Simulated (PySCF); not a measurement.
# Li···Zn···Li: magnetic exchange

Wanted: magnetic exchange for Li···Zn···Li.

Programs: PySCF 2.14.0, with routines of our own; each step states its level. All values are computed. Atoms count from 0.

## Step 1: The starting structure

3 atoms, charge 0, high-spin multiplicity 3; geometry from: GFN2-xTB fragments, placed rigidly.

The system (radical pair across a spacer): Li···Zn···Li. The radical centres are 8.75 Å apart; the spin sites are atom 0 (1 unpaired) and atom 1 (1 unpaired).

## Step 2: Magnetic exchange: CASSCF and SC-NEVPT2/def2-TZVP (2,2)

The job: settings as JSON, then the geometry in Å.

```
{"job": {"kind": "cas", "basis": "def2-TZVP", "active": "magnetic", "zfs": true}, "charge": 0, "high_spin_multiplicity": 3, "spin_sites": [[[0], 1], [[1], 1]]}
Li     0.000000     0.000000    -4.375000
Li     0.000000     0.000000     4.375000
Zn     0.000000     0.000000     0.000000
```

Method: CASSCF and SC-NEVPT2/def2-TZVP spin states, gas phase.

Started as:

```console
$ OMP_NUM_THREADS=1 python exch_run.py task.json out
```

The driver reads the jobs from task.json and runs them one after another.

What it wrote:

```text
start orbitals: natural orbitals of the high-spin HF determinant (converged)
active space: 2 electrons in 2 orbitals, 17 closed; orbitals optimised for multiplicities 3 1
macro   0  E = -1792.6711863938  dE =  0.000e+00  |g| = 7.157e-03
macro   1  E = -1792.6712333566  dE = -4.696e-05  |g| = 1.336e-03
macro   2  E = -1792.6712349987  dE = -1.642e-06  |g| = 2.928e-04
macro   3  E = -1792.6712350526  dE = -5.398e-08  |g| = 1.371e-04
CASSCF converged, mean energy = -1792.6712350526
2S+1 = 3  root 0  E(CAS) = -1792.67101571  E(NEVPT2) = -1793.38635128  occupations 1.000 1.000
2S+1 = 1  root 0  E(CAS) = -1792.67145440  E(NEVPT2) = -1793.38690601  occupations 1.135 0.865
2S+1 = 1  root 1  E(CAS) = -1792.50111605  E(NEVPT2) = -1793.28990877  occupations 1.000 1.000
2S+1 = 1  root 2  E(CAS) = -1792.49999319  E(NEVPT2) = -1793.28902806  occupations 1.135 0.865
D(spin-spin) = -0.0049 cm-1, E/D = 0.000
D(spin-orbit) = 0.0000 cm-1, D(total) = -0.0049 cm-1, E/D = 0.000
```

It took 1.8 s on 1 thread of Intel Xeon Platinum 8488C, shared host; peak memory 0.22 GiB.

Key values:

| quantity | value |
| --- | --- |
| J (CASSCF) | -48 cm⁻¹ |
| J (NEVPT2) | -61 cm⁻¹ |
| low less high spin (NEVPT2) | -0.3 kcal/mol |
| diradical index y0 | 0.87 |
| zero-field D | -0.005 cm⁻¹ |

Mulliken spin populations of the high-spin state:

| atom | value (e) |
| --- | --- |
| Li0 | 0.99 |
| Li1 | 0.99 |
| Zn2 | 0.03 |

## Step 3: Magnetic exchange: HF/def2-TZVP

The job: settings as JSON, then the geometry in Å.

```
{"job": {"kind": "bs", "xc": "HF", "basis": "def2-TZVP", "rks": true}, "charge": 0, "high_spin_multiplicity": 3, "spin_sites": [[[0], 1], [[1], 1]]}
Li     0.000000     0.000000    -4.375000
Li     0.000000     0.000000     4.375000
Zn     0.000000     0.000000     0.000000
```

With the program's defaults for keys left out, this is: HF/def2-TZVP high-spin, broken-symmetry and restricted single points, gas phase.

What it wrote:

```text
high-spin state, multiplicity 3
final grid: 34736 points
cycle   1  E = -1792.6640188545  dE = -5.137e-01  |g| = 1.283e-01  |ddm| = 8.952e-01
cycle   2  E = -1792.6676998333  dE = -3.681e-03  |g| = 1.452e-01  |ddm| = 2.663e-01
cycle   3  E = -1792.6705682906  dE = -2.868e-03  |g| = 1.269e-02  |ddm| = 6.793e-02
cycle   4  E = -1792.6711296537  dE = -5.614e-04  |g| = 3.288e-03  |ddm| = 1.300e-01
cycle   5  E = -1792.6711792167  dE = -4.956e-05  |g| = 5.231e-04  |ddm| = 4.762e-02
cycle   6  E = -1792.6711802034  dE = -9.867e-07  |g| = 1.534e-04  |ddm| = 5.956e-03
cycle   7  E = -1792.6711802531  dE = -4.970e-08  |g| = 4.760e-05  |ddm| = 9.035e-04
cycle   8  E = -1792.6711802616  dE = -8.582e-09  |g| = 1.158e-05  |ddm| = 3.712e-04
converged SCF energy = -1792.6711802616

broken-symmetry state, M_S = 0, start: spins of the second site flipped
final grid: 34736 points
cycle   1  E = -1792.6713540661  dE = -5.375e-04  |g| = 5.705e-03  |ddm| = 4.704e-02
cycle   2  E = -1792.6714249156  dE = -7.085e-05  |g| = 3.061e-03  |ddm| = 1.506e-02
cycle   3  E = -1792.6714730332  dE = -4.812e-05  |g| = 2.255e-03  |ddm| = 1.206e-02
cycle   4  E = -1792.6715456432  dE = -7.261e-05  |g| = 1.720e-03  |ddm| = 2.296e-02
cycle   5  E = -1792.6715841936  dE = -3.855e-05  |g| = 5.991e-04  |ddm| = 2.394e-02
cycle   6  E = -1792.6715890271  dE = -4.833e-06  |g| = 1.220e-04  |ddm| = 1.084e-02
cycle   7  E = -1792.6715891435  dE = -1.165e-07  |g| = 5.218e-05  |ddm| = 8.559e-04
cycle   8  E = -1792.6715891686  dE = -2.504e-08  |g| = 1.590e-05  |ddm| = 5.501e-04
cycle   9  E = -1792.6715891704  dE = -1.813e-09  |g| = 4.740e-06  |ddm| = 1.876e-04
converged SCF energy = -1792.6715891704

<S^2> high spin = 2.0007, broken symmetry = 1.0054
E(HS) - E(BS) = 89.75 cm-1
J_noodleman = -89.75 cm-1
J_unprojected = -44.87 cm-1
J_yamaguchi = -90.17 cm-1

restricted closed-shell singlet
final grid: 34736 points
cycle   1  E = -1792.6078539525  dE = -1.091e-02  |g| = 2.876e-02  |ddm| = 5.157e-01
cycle   2  E = -1792.6102729577  dE = -2.419e-03  |g| = 1.652e-02  |ddm| = 1.662e-01
cycle   3  E = -1792.6114349170  dE = -1.162e-03  |g| = 7.154e-03  |ddm| = 1.449e-01
cycle   4  E = -1792.6114976666  dE = -6.275e-05  |g| = 3.397e-03  |ddm| = 2.863e-02
cycle   5  E = -1792.6115208653  dE = -2.320e-05  |g| = 3.324e-04  |ddm| = 3.302e-02
cycle   6  E = -1792.6115209850  dE = -1.198e-07  |g| = 1.397e-04  |ddm| = 2.582e-03
cycle   7  E = -1792.6115209905  dE = -5.526e-09  |g| = 1.252e-05  |ddm| = 6.332e-04
converged SCF energy = -1792.6115209905
```

Run time: 0.5 s. Hardware: 1 thread of Intel Xeon Platinum 8488C, shared host; peak memory 0.22 GiB.

In short:

| quantity | value |
| --- | --- |
| J (Yamaguchi) | -90 cm⁻¹ |
| low less high spin, projected | -0.5 kcal/mol |
| closed shell less high spin (no spin gap: the broken-symmetry state lies far lower) | 37.4 kcal/mol |

## Step 4: Magnetic exchange: TPSSh/def2-TZVP

The job: settings as JSON, then the geometry in Å.

```
{"job": {"kind": "bs", "xc": "TPSSh", "grid": 2, "basis": "def2-TZVP", "rks": true}, "charge": 0, "high_spin_multiplicity": 3, "spin_sites": [[[0], 1], [[1], 1]]}
Li     0.000000     0.000000    -4.375000
Li     0.000000     0.000000     4.375000
Zn     0.000000     0.000000     0.000000
```

Level: TPSSh/def2-TZVP high-spin, broken-symmetry and restricted single points, gas phase.

What it wrote:

```text
high-spin state, multiplicity 3
final grid: 34736 points
cycle   1  E = -1794.3456924258  dE = -8.164e-03  |g| = 3.403e-01  |ddm| = 3.599e-01
cycle   2  E = -1794.2933766547  dE =  5.232e-02  |g| = 7.181e-01  |ddm| = 3.195e-01
cycle   3  E = -1794.3614886216  dE = -6.811e-02  |g| = 9.662e-03  |ddm| = 1.927e-01
cycle   4  E = -1794.3615071344  dE = -1.851e-05  |g| = 1.943e-03  |ddm| = 4.966e-03
cycle   5  E = -1794.3615077016  dE = -5.671e-07  |g| = 5.058e-05  |ddm| = 1.510e-03
cycle   6  E = -1794.3615077090  dE = -7.430e-09  |g| = 2.921e-05  |ddm| = 3.535e-04
converged SCF energy = -1794.3615077090

broken-symmetry state, M_S = 0, start: spins of the second site flipped
final grid: 34736 points
cycle   1  E = -1794.3594991101  dE =  1.853e-03  |g| = 2.641e-02  |ddm| = 4.908e-01
cycle   2  E = -1794.3630064940  dE = -3.507e-03  |g| = 9.640e-03  |ddm| = 3.243e-01
cycle   3  E = -1794.3633806187  dE = -3.741e-04  |g| = 1.165e-02  |ddm| = 1.507e-01
cycle   4  E = -1794.3635401638  dE = -1.595e-04  |g| = 2.881e-03  |ddm| = 2.439e-02
cycle   5  E = -1794.3635715665  dE = -3.140e-05  |g| = 1.450e-03  |ddm| = 3.925e-02
cycle   6  E = -1794.3635839301  dE = -1.236e-05  |g| = 7.626e-04  |ddm| = 2.122e-02
cycle   7  E = -1794.3635876131  dE = -3.683e-06  |g| = 1.479e-04  |ddm| = 5.705e-03
cycle   8  E = -1794.3635876881  dE = -7.499e-08  |g| = 1.034e-04  |ddm| = 2.152e-03
cycle   9  E = -1794.3635877582  dE = -7.017e-08  |g| = 5.332e-06  |ddm| = 9.337e-04
cycle  10  E = -1794.3635877583  dE = -3.934e-11  |g| = 4.372e-06  |ddm| = 6.097e-05
converged SCF energy = -1794.3635877583

<S^2> high spin = 2.0001, broken symmetry = 0.8334
E(HS) - E(BS) = 456.52 cm-1
J_noodleman = -456.52 cm-1
J_unprojected = -228.26 cm-1
J_yamaguchi = -391.29 cm-1

restricted closed-shell singlet
final grid: 34736 points
cycle   1  E = -1794.3475325528  dE = -1.215e-03  |g| = 7.223e-03  |ddm| = 2.740e-01
cycle   2  E = -1794.3475646841  dE = -3.213e-05  |g| = 1.033e-02  |ddm| = 4.348e-02
cycle   3  E = -1794.3475852324  dE = -2.055e-05  |g| = 3.298e-03  |ddm| = 1.112e-02
cycle   4  E = -1794.3475863716  dE = -1.139e-06  |g| = 1.022e-03  |ddm| = 8.108e-03
cycle   5  E = -1794.3475874958  dE = -1.124e-06  |g| = 1.900e-04  |ddm| = 4.225e-03
cycle   6  E = -1794.3475875077  dE = -1.197e-08  |g| = 1.173e-05  |ddm| = 3.930e-04
cycle   7  E = -1794.3475875078  dE = -9.004e-11  |g| = 3.130e-06  |ddm| = 6.710e-05
converged SCF energy = -1794.3475875078
```

Run time: 6 s. Hardware: 1 thread of Intel Xeon Platinum 8488C, shared host; peak memory 0.27 GiB.

In short:

| quantity | value |
| --- | --- |
| J (Yamaguchi) | -391 cm⁻¹ |
| low less high spin, projected | -2.2 kcal/mol |
| closed shell less high spin (no spin gap: the broken-symmetry state lies far lower) | 8.7 kcal/mol |

## Step 5: Magnetic exchange: PBE0/pcseg-1, other SCF options

The job: settings as JSON, then the geometry in Å.

```
{"job": {"kind": "bs", "xc": "PBE0", "grid": 1, "basis": "pcseg-1", "rks": true, "scf": {"guess": "atom", "max_cycle": 78}, "x2c": false}, "charge": 0, "high_spin_multiplicity": 3, "spin_sites": [[[0], 1], [[1], 1]]}
Li     0.000000     0.000000    -4.375000
Li     0.000000     0.000000     4.375000
Zn     0.000000     0.000000     0.000000
```

Level: PBE0/pcseg-1 high-spin, broken-symmetry and restricted single points, gas phase.

What it wrote:

```text
high-spin state, multiplicity 3
final grid: 17608 points
cycle   1  E = -1793.8596204222  dE = -2.538e-02  |g| = 1.721e-01  |ddm| = 7.888e-01
cycle   2  E = -1793.8541888867  dE =  5.432e-03  |g| = 2.223e-01  |ddm| = 3.692e-01
cycle   3  E = -1793.8702665963  dE = -1.608e-02  |g| = 5.934e-03  |ddm| = 1.781e-01
cycle   4  E = -1793.8703328029  dE = -6.621e-05  |g| = 1.487e-03  |ddm| = 4.633e-02
cycle   5  E = -1793.8703338161  dE = -1.013e-06  |g| = 4.665e-05  |ddm| = 3.446e-03
cycle   6  E = -1793.8703338217  dE = -5.611e-09  |g| = 1.859e-05  |ddm| = 2.747e-04
converged SCF energy = -1793.8703338217

broken-symmetry state, M_S = 0, start: spins of the second site flipped
final grid: 17608 points
cycle   1  E = -1793.8707883247  dE = -8.461e-04  |g| = 2.015e-03  |ddm| = 7.813e-02
cycle   2  E = -1793.8708207440  dE = -3.242e-05  |g| = 8.088e-04  |ddm| = 1.547e-02
cycle   3  E = -1793.8708258094  dE = -5.065e-06  |g| = 2.629e-04  |ddm| = 7.845e-03
cycle   4  E = -1793.8708261928  dE = -3.834e-07  |g| = 2.219e-04  |ddm| = 2.160e-03
cycle   5  E = -1793.8708262220  dE = -2.923e-08  |g| = 3.126e-05  |ddm| = 3.735e-04
cycle   6  E = -1793.8708262270  dE = -4.966e-09  |g| = 7.869e-06  |ddm| = 2.412e-04
converged SCF energy = -1793.8708262270

<S^2> high spin = 2.0003, broken symmetry = 0.9813
E(HS) - E(BS) = 108.07 cm-1
J_noodleman = -108.07 cm-1
J_unprojected = -54.04 cm-1
J_yamaguchi = -106.06 cm-1

restricted closed-shell singlet
final grid: 17608 points
cycle   1  E = -1793.8393469951  dE = -5.108e-03  |g| = 2.445e-01  |ddm| = 1.069e+00
cycle   2  E = -1793.8320051072  dE =  7.342e-03  |g| = 3.151e-01  |ddm| = 3.934e-01
cycle   3  E = -1793.8481562092  dE = -1.615e-02  |g| = 9.990e-03  |ddm| = 2.496e-01
cycle   4  E = -1793.8481852729  dE = -2.906e-05  |g| = 9.597e-04  |ddm| = 2.083e-02
cycle   5  E = -1793.8481856909  dE = -4.179e-07  |g| = 1.632e-04  |ddm| = 2.471e-03
cycle   6  E = -1793.8481856971  dE = -6.229e-09  |g| = 1.215e-05  |ddm| = 2.614e-04
converged SCF energy = -1793.8481856971
```

Run time: 1.1 s. Hardware: 1 thread of Intel Xeon Platinum 8488C, shared host; peak memory 0.27 GiB.

In short:

| quantity | value |
| --- | --- |
| J (Yamaguchi) | -106 cm⁻¹ |
| low less high spin, projected | -0.6 kcal/mol |
| closed shell less high spin (no spin gap: the broken-symmetry state lies far lower) | 13.9 kcal/mol |

## Step 6: Magnetic exchange: HF/x2c-SVPall, X2C in n-hexane, grid 4

The job: settings as JSON, then the geometry in Å.

```
{"job": {"kind": "bs", "xc": "HF", "basis": "x2c-SVPall", "rks": true, "grid": 4, "solvent": "n-hexane", "x2c": true}, "charge": 0, "high_spin_multiplicity": 3, "spin_sites": [[[0], 1], [[1], 1]]}
Li     0.000000     0.000000    -4.375000
Li     0.000000     0.000000     4.375000
Zn     0.000000     0.000000     0.000000
```

With the program's defaults for keys left out, this is: HF/x2c-SVPall high-spin, broken-symmetry and restricted single points, scalar X2C, IEF-PCM n-hexane.

What it wrote:

```text
high-spin state, multiplicity 3
final grid: 85368 points
cycle   1  E = -1808.7944341152  dE = -1.390e-01  |g| = 7.988e-02  |ddm| = 9.144e-01
cycle   2  E = -1808.7985344049  dE = -4.100e-03  |g| = 6.076e-02  |ddm| = 2.758e-01
cycle   3  E = -1808.7999364378  dE = -1.402e-03  |g| = 9.454e-03  |ddm| = 9.090e-02
cycle   4  E = -1808.8005362647  dE = -5.998e-04  |g| = 1.688e-03  |ddm| = 1.970e-01
cycle   5  E = -1808.8005533428  dE = -1.708e-05  |g| = 3.976e-04  |ddm| = 3.328e-02
cycle   6  E = -1808.8005543272  dE = -9.844e-07  |g| = 2.323e-04  |ddm| = 3.449e-03
cycle   7  E = -1808.8005549042  dE = -5.770e-07  |g| = 1.127e-04  |ddm| = 2.340e-03
cycle   8  E = -1808.8005550772  dE = -1.730e-07  |g| = 3.095e-05  |ddm| = 1.714e-03
cycle   9  E = -1808.8005550842  dE = -7.035e-09  |g| = 5.037e-06  |ddm| = 3.927e-04
converged SCF energy = -1808.8005550842

broken-symmetry state, M_S = 0, start: spins of the second site flipped
final grid: 85368 points
cycle   1  E = -1808.8007038223  dE = -4.101e-04  |g| = 3.442e-03  |ddm| = 4.665e-02
cycle   2  E = -1808.8007543119  dE = -5.049e-05  |g| = 2.254e-03  |ddm| = 1.517e-02
cycle   3  E = -1808.8007850788  dE = -3.077e-05  |g| = 1.636e-03  |ddm| = 1.254e-02
cycle   4  E = -1808.8008218468  dE = -3.677e-05  |g| = 6.419e-04  |ddm| = 2.416e-02
cycle   5  E = -1808.8008248750  dE = -3.028e-06  |g| = 2.379e-04  |ddm| = 6.693e-03
cycle   6  E = -1808.8008251950  dE = -3.201e-07  |g| = 3.235e-05  |ddm| = 2.543e-03
cycle   7  E = -1808.8008251994  dE = -4.342e-09  |g| = 8.894e-06  |ddm| = 2.097e-04
converged SCF energy = -1808.8008251994

<S^2> high spin = 2.0006, broken symmetry = 0.9994
E(HS) - E(BS) = 59.28 cm-1
J_noodleman = -59.28 cm-1
J_unprojected = -29.64 cm-1
J_yamaguchi = -59.21 cm-1

restricted closed-shell singlet
final grid: 85368 points
cycle   1  E = -1808.7375858332  dE = -1.031e-02  |g| = 2.697e-02  |ddm| = 6.900e-01
cycle   2  E = -1808.7398318900  dE = -2.246e-03  |g| = 1.472e-02  |ddm| = 2.361e-01
cycle   3  E = -1808.7407631063  dE = -9.312e-04  |g| = 3.986e-03  |ddm| = 1.816e-01
cycle   4  E = -1808.7408215260  dE = -5.842e-05  |g| = 2.180e-03  |ddm| = 3.695e-02
cycle   5  E = -1808.7408261650  dE = -4.639e-06  |g| = 1.901e-04  |ddm| = 1.311e-02
cycle   6  E = -1808.7408262133  dE = -4.823e-08  |g| = 3.239e-05  |ddm| = 1.588e-03
cycle   7  E = -1808.7408262140  dE = -7.112e-10  |g| = 4.319e-06  |ddm| = 1.586e-04
converged SCF energy = -1808.7408262140
```

Wall time 1 s (1 thread of Intel Xeon Platinum 8488C, shared host); peak memory 0.28 GiB.

In short:

| quantity | value |
| --- | --- |
| J (Yamaguchi) | -59 cm⁻¹ |
| low less high spin, projected | -0.3 kcal/mol |
| closed shell less high spin (no spin gap: the broken-symmetry state lies far lower) | 37.5 kcal/mol |

## Step 7: The levels compared

J for H = −2J S1·S2; the gap is low spin less high spin (projected; unprojected where the broken-symmetry state collapsed; or NEVPT2):

| step | level | geometry | J (cm⁻¹) | gap (kcal/mol) | time |
| --- | --- | --- | --- | --- | --- |
| 2 | CASSCF and SC-NEVPT2/def2-TZVP (2,2) | one | -61 | -0.3 | 1.8 s |
| 3 | HF/def2-TZVP | one | -90 | -0.5 | 0.5 s |
| 4 | TPSSh/def2-TZVP | one | -391 | -2.2 | 6 s |
| 5 | PBE0/pcseg-1, other SCF options | one | -106 | -0.6 | 1.1 s |
| 6 | HF/x2c-SVPall, X2C in n-hexane, grid 4 | one | -59 | -0.3 | 1 s |

CASSCF times leave out a start SCF that an earlier step had already made.

## Step 8: Summary of results

| quantity | value |
| --- | --- |
| J (CASSCF) (step 2, CASSCF and SC-NEVPT2/def2-TZVP (2,2)) | -48 cm⁻¹ |
| J (NEVPT2) (step 2, CASSCF and SC-NEVPT2/def2-TZVP (2,2)) | -61 cm⁻¹ |
| low less high spin (NEVPT2) (step 2, CASSCF and SC-NEVPT2/def2-TZVP (2,2)) | -0.3 kcal/mol |
| diradical index y0 (step 2, CASSCF and SC-NEVPT2/def2-TZVP (2,2)) | 0.87 |
| J | -391 (TPSSh/def2-TZVP) to -59 cm⁻¹ (HF/x2c-SVPall, X2C in n-hexane, grid 4) |

**Reading.** The levels with a meaningful J put the low-spin state lower (antiferromagnetic coupling), from -391 to -59 cm⁻¹. The functionals give up to 6 times the NEVPT2 value: they tend to spread the spin over bridges and ligands, while a small active space tends to give too little.
